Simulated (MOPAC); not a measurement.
# AM1 (COSMO chloroform) run of CH6BNO2 (SMILES BC(N)(O)O)

We compute a structure relaxation of CH6BNO2. 

The results are computed with MOPAC 23.2.5.

3 further runs of the same task are left out: 1 that didn't finish, 2 set aside as unsound or not needed.

## Step 1: The molecule

The species is CH6BNO2 (11 atoms), meant as a singlet with charge 0. SMILES: `BC(N)(O)O`. The shape comes from a force field and isn't a relaxed structure. This is one conformer, not always the lowest. The run starts from this shape.

Bond lengths: B1–C2 1.540 Å, C2–N3 1.449 Å, C2–O4 1.484 Å, C2–O5 1.417 Å, B1–H6 1.214 Å, B1–H7 1.221 Å, N3–H8 1.069 Å, N3–H9 1.112 Å, O4–H10 0.975 Å, O5–H11 0.971 Å. Some angles: B1–C2–N3 107.9°, B1–C2–O4 109.3°, B1–C2–O5 109.7°, N3–C2–O4 109.8°, N3–C2–O5 109.3°, O4–C2–O5 110.8°, C2–B1–H6 121.2°, C2–B1–H7 119.6°, C2–N3–H8 107.9°, C2–N3–H9 109.4°.

## Step 2: A geometry optimisation at AM1 (COSMO chloroform)

File job.py:

```python
from ase.calculators.mopac import MOPAC
from ase.optimize import BFGS
from ase import Atoms

atoms = Atoms(
    ['B', 'C', 'N', 'O', 'O', 'H', 'H', 'H', 'H', 'H', 'H'],
    positions=[
        [-0.749900, 1.213300, 0.203200],
        [0.020500, -0.089100, -0.080600],
        [0.108500, -0.832600, 1.159800],
        [1.383000, 0.242500, -0.566000],
        [-0.681600, -0.859600, -1.040700],
        [-1.792000, 1.204100, 0.826200],
        [-0.749200, 2.107200, -0.628600],
        [0.695500, -1.707200, 0.977000],
        [0.741000, -0.272100, 1.882500],
        [1.208800, 0.562500, -1.470900],
        [-0.119400, -1.626000, -1.241400],
    ],
)
mopac = MOPAC(label="job", method="AM1", task="1SCF GRADIENTS DAMP=1.0 ITRY=70 EPS=4.71 CAMP-KING SHIFT=100 PL AUX(PRECISION=6) THREADS=1")
atoms.calc = mopac
opt = BFGS(atoms, trajectory="opt.traj")
done = opt.run(fmax=0.05, steps=80)
print("converged:", done)
epot = atoms.get_potential_energy()
print("energy / eV: %.6f" % epot)
print("forces (eV/A):")
for sym, f in zip(atoms.get_chemical_symbols(), atoms.get_forces()):
    print(f"{sym:2s} {f[0]:10.5f} {f[1]:10.5f} {f[2]:10.5f}")
print("dipole (e A):", atoms.get_dipole_moment().round(4))
print("heat of formation (kcal/mol): %.4f" % (mopac.get_final_heat_of_formation() / 0.0433641153))
print("final positions (A):")
for atom in atoms:
    print(f"{atom.symbol:2s} {atom.x:11.6f} {atom.y:11.6f} {atom.z:11.6f}")
```

Launch:

```sh
$ export ASE_MOPAC_COMMAND="mopac PREFIX.mop > /dev/null 2>&1"
$ python job.py
```

Q: Predict the results. Wanted: total energy at the end; dipole moment; HOMO energy; LUMO energy; HOMO–LUMO gap; heat of formation.

Answer, from the run:

At AM1 (COSMO chloroform):

| quantity | value |
| --- | --- |
| total energy at the end | -41.46399 Eh |
| dipole moment | 1.23 D |
| HOMO energy | -10.78 eV |
| LUMO energy | 1.15 eV |
| HOMO–LUMO gap | 11.93 eV |
| heat of formation | -89.0 kcal/mol |

In words: At the final geometry: Bond lengths: B1–C2 1.576 Å, C2–N3 1.446 Å, C2–O4 1.427 Å, C2–O5 1.415 Å, B1–H6 1.187 Å, B1–H7 1.189 Å, N3–H8 1.003 Å, N3–H9 1.001 Å, O4–H10 0.965 Å, O5–H11 0.967 Å. Some angles: B1–C2–N3 115.8°, B1–C2–O4 114.3°, B1–C2–O5 97.5°, N3–C2–O4 109.8°, N3–C2–O5 114.8°, O4–C2–O5 103.6°, C2–B1–H6 119.2°, C2–B1–H7 116.4°, C2–N3–H8 111.1°, C2–N3–H9 109.8°. The optimisation took 27 steps and changed the energy by -0.946 eV.
